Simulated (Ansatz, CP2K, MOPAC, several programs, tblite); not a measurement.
## In3GaAs4 (ordering on zincblende) from semi-empirical methods to plane-wave DFT

In3GaAs4 as one 8-atom ordering (I-42m) on the zincblende lattice, relaxed with r2SCAN in Ansatz, was computed with several methods. Space group I-42m (No. 121), tetragonal; conventional cell a = 6.000 Å, c = 11.981 Å, 26.95 Å³ an atom. Ga has 4 As at 2.47 Å; As has 1 Ga at 2.47 Å and 3 In at 2.63–2.65 Å; In has 4 As at 2.63 Å; In has 4 As at 2.65 Å. Computed, not measured; no magnetism was allowed, and whether the structure is a known phase isn't checked.

```
CELL_PARAMETERS angstrom
-2.99978 2.99978 5.99045
2.99978 -2.99978 5.99045
2.99978 2.99978 -5.99045
ATOMIC_POSITIONS crystal
Ga 0.00000 0.00000 0.00000
As 0.35701 0.35701 0.47418
In 0.75000 0.25000 0.50000
As 0.11717 0.64299 0.00000
In 0.50000 0.50000 0.00000
As 0.88283 0.88283 0.52582
In 0.25000 0.75000 0.50000
As 0.64299 0.11717 0.00000
```

Gaps and times are for a single point on this cell; volume and bulk modulus come from each method's own relaxation or energy curve at fixed shape, which is too stiff where a cell has free coordinates or axes. Times are rough, from shared hosts (Arm Neoverse V2), and each method has its own mesh and cell size. A double dagger marks a value from a curve with shape and coordinates held. PM6 (MOPAC), PM7 (MOPAC), GFN2-xTB (tblite) treat a cluster of cells at its zone centre, which samples few k points: where these miss a band edge, the gap comes out too large for that reason alone. Gaps from k meshes are read at a limited set of points (mesh, symmetry points, PBE's band edges), so each method's own least gap may be somewhat smaller. xTB and the PM methods were fitted mostly to molecules, and can miss a solid's gap by electronvolts. Minimal bases can be far off for gaps. d marks a direct gap, i an indirect one (no mark: not told apart), a dash a value that wasn't computed or didn't pass its checks.

```tsv
method	kind	gap (eV)	own volume (Å³/atom)	bulk modulus (GPa)	atoms computed	processor time
PM7 (MOPAC)	semi-empirical	5.64	26.59‡	94‡	64	5.3 s
GFN2-xTB (tblite)	tight binding	0	–	–	64	5.7 s
light PBE (260 eV, its own mesh)	light plane-wave	0	–	–	8	5.8 s
PM6 (MOPAC)	semi-empirical	3.88	–	–	64	7.8 s
PBE/SZV (CP2K)	small basis	0	29.25‡	51‡	8	27 s
PBE	semilocal	0	28.02	51‡	8	54 s
PBE/DZVP (CP2K)	small basis	0	28.35‡	51‡	8	79 s
r2SCAN	semilocal	0.23 d	26.95	61‡	8	100 s
```

Against r2SCAN (0.23 eV) the nearest gap at the points sampled is that of PBE/SZV (CP2K) (-0.23 eV) and the farthest that of PM7 (MOPAC) (+5.41 eV). r2SCAN is only a yardstick of convenience: semilocal gaps usually lie below measured ones, which GLLB-SC and hybrids aim to mend.

Volumes against r2SCAN's: PBE +4.0 %.

Runs without a result: GFN1-xTB (tblite) (single point).

With PBE the bands overlap or touch, or nearly. Semilocal functionals can close a real gap, so this doesn't show a metal; small gaps of other methods may in turn close between the points read or with spin-orbit coupling, and the solid may be a semimetal.

Spin-orbit coupling is left out, which matters wherever the heavy atoms make up the band edges.
